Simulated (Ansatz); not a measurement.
# MgSnP2: the cost of one run

Method: reference: DFT, PBEsol, plane waves, PAW, in Ansatz 0.2.0.

1 further run of the same task is left out (it didn't finish).

### 1 The starting structure

The structure is tetragonal, space group P-4m2 (No. 115). Conventional cell: a = 4.085 Å, b = 4.085 Å, c = 5.970 Å, α = 90.00°, β = 90.00°, γ = 90.00°. Mg (site symmetry -4m2) is surrounded by 4 P at 2.52 Å. P (site symmetry 2mm) is surrounded by 2 Mg at 2.52 Å and 2 Sn at 2.53 Å. Sn (site symmetry -4m2) has 4 P at 2.53 Å as nearest neighbours.

Coordinates:

```xyz
4
Lattice="4.0848 0.0000 0.0000 0.0000 4.0848 0.0000 0.0000 0.0000 5.9699" Properties=species:S:1:pos:R:3 pbc="T T T"
Mg    0.0000    0.0000    0.0000
P     0.0000    2.0424    1.4836
Sn    2.0424    2.0424    2.9849
P     2.0424    0.0000    4.4862
```

### 2 Reference

input.yaml reads:

```yaml
crystal:
  lattice:
    - [4.0847604115, 0.0, 0.0]
    - [0.0, 4.0847604115, 0.0]
    - [0.0, 0.0, 5.9698508676]
  atoms:
    - { symbol: Mg, position: [0.0, 0.0, 0.0] }
    - { symbol: P, position: [0.0, 0.5, 0.2485162027] }
    - { symbol: Sn, position: [0.5, 0.5, 0.5] }
    - { symbol: P, position: [0.5, 0.0, 0.7514837973] }
kpoints:
  mp_grid: { grid: [4, 4, 4] }
hamiltonian:
  xc: pbesol
scf:
  occupations: { method: fixed }
  n_extra_bands: 5
output:
  forces: true
  stress: true
  eigenvalues: true
```

Command:

```sh
$ ansatz run input.yaml --threads 4 --pin off --max-ram 3686MiB --backend cpu --events-out ev --progress --plain --runs-dir out
```

What time and memory should one allow on 4 threads of Arm Neoverse V2, shared host?

About 1 s, with a peak of 0.35 GiB.
